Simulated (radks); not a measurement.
# Dipole-allowed lines with 4 electrons: Cu²⁵⁺

The task here is to estimate one member of a computed series from the others.

Program: radks (a radial shooting solver on a logarithmic mesh, Libxc functionals) version 1. Level of theory: non-relativistic Kohn-Sham, exchange-only LDA, spin-unpolarised, spherical densities, point nucleus. These are calculated values, not measurements, unless marked.

## The system

* species: Cu²⁵⁺ ([He] 2s2)

The first run:

Input:

```text
Z 29
configuration [He] 2s2 2p0 3s0 3d0
relativity non-relativistic
functional lda,
spin unpolarised
nucleus point
response adiabatic LDA kernel, real frequencies
```

Started as:

```sh
$ python run_ks.py task.json out
```

The same process makes all the runs of this session.

Among the steps run: Cu²⁵⁺, [He] 2s2.

One table of the session follows, with a row left open; its other results are not shown here.

It belongs to the step «Cu²⁵⁺, [He] 2s2». Sizes of the orbitals, from the radial functions (bohr):

| level | <r> | outermost maximum (interpolated) | 90 % within | nodes |
| --- | --- | --- | --- | --- |
| 1s | 0.05266 | 0.0349 | 0.0936 | 0 |
| 2s | 0.2184 | 0.189 | 0.333 | 1 |
| 2p | ? | ? | ? | ? |
| 3s | 0.5037 | 0.484 | 0.727 | 2 |
| 3d | 0.4024 | 0.344 | 0.607 | 0 |

Estimate the missing values for 2p.

**Answer.** <r>: 0.1854; outermost maximum (interpolated): 0.147; 90 % within: 0.297; nodes: 0. In the column «<r>» it lies between 1s (0.05266) and 2s (0.2184).
